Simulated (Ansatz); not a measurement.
# C3H9NSe: the cost of one run

Program: Ansatz 0.2.0. Level of theory: RKS B3LYP/def2-SVP. These are calculated values, not measurements.

1 further run of the same task is left out (it didn't finish).

## 1. The starting structure

Bond lengths: C1–C2 1.481 Å, C2–Se3 1.929 Å, Se3–C4 1.944 Å, C4–N5 1.423 Å, C1–H6 1.121 Å, C1–H7 1.156 Å, C1–H8 1.059 Å, C2–H9 1.142 Å, C2–H10 1.087 Å, C4–H11 1.106 Å, C4–H12 1.155 Å, N5–H13 1.002 Å, N5–H14 1.010 Å. Angles (14 of 22 angles, heavy atoms first): C1–C2–Se3 108.1°, C2–Se3–C4 96.1°, Se3–C4–N5 113.2°, C1–C2–H9 110.3°, C1–C2–H10 110.9°, Se3–C2–H9 107.3°, Se3–C2–H10 110.4°, C2–C1–H6 111.9°, C2–C1–H7 107.5°, C2–C1–H8 112.8°, Se3–C4–H11 109.2°, Se3–C4–H12 105.2°, N5–C4–H11 115.2°, N5–C4–H12 108.9°.

Structure file:

```xyz
14

C    -1.7327    0.9841    0.4589
C    -0.3023    1.2823    0.2171
Se    0.7508    0.1175    1.3382
C     0.8855   -1.3368    0.0545
N     1.6737   -1.0094   -1.0839
H    -2.0365    1.2155    1.5130
H    -2.3534    1.7249   -0.1756
H    -2.0024    0.0031    0.1651
H    -0.0639    2.3555    0.5246
H    -0.0463    1.1343   -0.8294
H     1.1831   -2.2621    0.5823
H    -0.1990   -1.5408   -0.2878
H     2.6039   -0.9063   -0.7268
H     1.6265   -1.7908   -1.7214
```

## 2. Relaxing end A

input.yaml

```yaml
crystal:
  periodic: [false, false, false]
  atoms:
    - { symbol: C, position_ang: [-1.7327, 0.9841, 0.4589] }
    - { symbol: C, position_ang: [-0.3023, 1.2823, 0.2171] }
    - { symbol: Se, position_ang: [0.7508, 0.1175, 1.3382] }
    - { symbol: C, position_ang: [0.8855, -1.3368, 0.0545] }
    - { symbol: "N", position_ang: [1.6737, -1.0094, -1.0839] }
    - { symbol: H, position_ang: [-2.0365, 1.2155, 1.513] }
    - { symbol: H, position_ang: [-2.3534, 1.7249, -0.1756] }
    - { symbol: H, position_ang: [-2.0024, 0.0031, 0.1651] }
    - { symbol: H, position_ang: [-0.0639, 2.3555, 0.5246] }
    - { symbol: H, position_ang: [-0.0463, 1.1343, -0.8294] }
    - { symbol: H, position_ang: [1.1831, -2.2621, 0.5823] }
    - { symbol: H, position_ang: [-0.199, -1.5408, -0.2878] }
    - { symbol: H, position_ang: [2.6039, -0.9063, -0.7268] }
    - { symbol: H, position_ang: [1.6265, -1.7908, -1.7214] }
basis:
  gaussian: { orbitals: def2-SVP }
hamiltonian:
  xc: b3lyp
relax:
  f_tol: 0.015
  max_steps: 40
```

Started as:

```bash
$ ansatz run input.yaml --threads 2 --pin off --max-ram 3072MiB --backend cpu --events-out ev --progress --plain --runs-dir out
```

Q: Estimate wall time and peak memory on 2 threads of Arm Neoverse V1, shared host.

About 35 s, with a peak of 0.39 GiB.
